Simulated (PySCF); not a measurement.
**CaB: changing the method**

Starting from one script, swap the method and compare what comes out for CaB.

The runs use PySCF 2.14.0; each script names its method and basis.

5 further runs of the same task are left out: 5 that didn't finish.

### 1 Where the work starts

CaB: 2 atoms, charge 0, spin multiplicity 2.

Bond lengths: Ca1–B2 2.766 Å.

### 2 The base run

File input.py:

```python
from pyscf import gto, scf, mcscf

mol = gto.M(
    atom='Ca 0 0 0; B 0 0 2.766',
    basis='sbkjc',
    ecp={'Ca': 'sbkjc', 'B': 'sbkjc'},
    charge=0,
    spin=1,
    verbose=3,
)
mf = scf.ROHF(mol)
mf = mf.density_fit(auxbasis='def2-universal-jkfit')
mf.kernel()
mc = mcscf.CASSCF(mf, 6, 5)
mc.kernel()
mc.analyze()
mf.dip_moment()
print('orbital energies (hartree):', mf.mo_energy[..., max(0, mol.nelec[1]-3):mol.nelec[0]+3].round(4))
```

The run is started by

```sh
> OMP_NUM_THREADS=1 python input.py
```

### 3 Stability test (UHF)

Variant 1 changes step after the SCF: casscf → stability; SCF type: ROHF → UHF.

File input.py:

```python
from pyscf import gto, scf

mol = gto.M(
    atom='Ca 0 0 0; B 0 0 2.766',
    basis='sbkjc',
    ecp={'Ca': 'sbkjc', 'B': 'sbkjc'},
    charge=0,
    spin=1,
    verbose=3,
)
mf = scf.UHF(mol)
mf = mf.density_fit(auxbasis='def2-universal-jkfit')
mf.kernel()
mf.stability(internal=True, external=True)
mf.dip_moment()
print('orbital energies (hartree):', [e[max(0, n-3):n+3].round(4) for e, n in zip(mf.mo_energy, mol.nelec)])
```

### 4 Active space 5 electrons in 8 orbitals

Variant 2 changes active space: 5 electrons in 6 orbitals → 5 electrons in 8 orbitals.

input.py, as its differences from that of step 2:

```diff
@@ -13,3 +13,3 @@
 mf.kernel()
-mc = mcscf.CASSCF(mf, 6, 5)
+mc = mcscf.CASSCF(mf, 8, 5)
 mc.kernel()
```

### 5 X3lyp (ROKS)

Variant 3 changes functional: none (Hartree–Fock) → x3lyp; SCF type: ROHF → ROKS; step after the SCF: casscf → analyze.

input.py, as its differences from that of step 2:

```diff
@@ -1,2 +1,2 @@
-from pyscf import gto, scf, mcscf
+from pyscf import gto, dft
 
@@ -10,8 +10,6 @@
 )
-mf = scf.ROHF(mol)
+mf = dft.ROKS(mol, xc='x3lyp')
 mf = mf.density_fit(auxbasis='def2-universal-jkfit')
 mf.kernel()
-mc = mcscf.CASSCF(mf, 6, 5)
-mc.kernel()
-mc.analyze()
+mf.mulliken_pop()
 mf.dip_moment()
```

### 6 TDHF (UHF)

Variant 4 changes step after the SCF: casscf → tddft; SCF type: ROHF → UHF; number of roots: none → 6.

File input.py:

```python
from pyscf import gto, scf, tdscf

mol = gto.M(
    atom='Ca 0 0 0; B 0 0 2.766',
    basis='sbkjc',
    ecp={'Ca': 'sbkjc', 'B': 'sbkjc'},
    charge=0,
    spin=1,
    verbose=3,
)
mf = scf.UHF(mol)
mf = mf.density_fit(auxbasis='def2-universal-jkfit')
mf.kernel()
td = tdscf.TDHF(mf)
td.nstates = 6
td.kernel()
td.analyze(verbose=3)
mf.dip_moment()
print('orbital energies (hartree):', [e[max(0, n-3):n+3].round(4) for e, n in zip(mf.mo_energy, mol.nelec)])
```

Before running it: what results should come out? Wanted: for each run, E(SCF); from base; SCF dipole; after the SCF.

As calculated:

| run | E(SCF) (hartree) | from base (eV) | SCF dipole (D) | after the SCF |
| --- | --- | --- | --- | --- |
| base | -3.127236 | 0 | 0.97 | CASSCF correlation -1.207 eV |
| stability test (UHF) | -3.126843 | +0.0107 | 1.02 | unstable: internal, UHF/UKS -> GHF/GKS |
| active space 5 electrons in 8 orbitals | -3.127236 | 0.0000 | 0.97 | CASSCF correlation -2.001 eV |
| x3lyp (ROKS) | -3.231388 | not comparable | 0.40 | n/a |
| TDHF (UHF) | -3.126843 | +0.0107 | 1.02 | lowest root found 0.58 eV |

**Reading.** Total energies of different functionals can't be compared with each other; differences within one functional can.
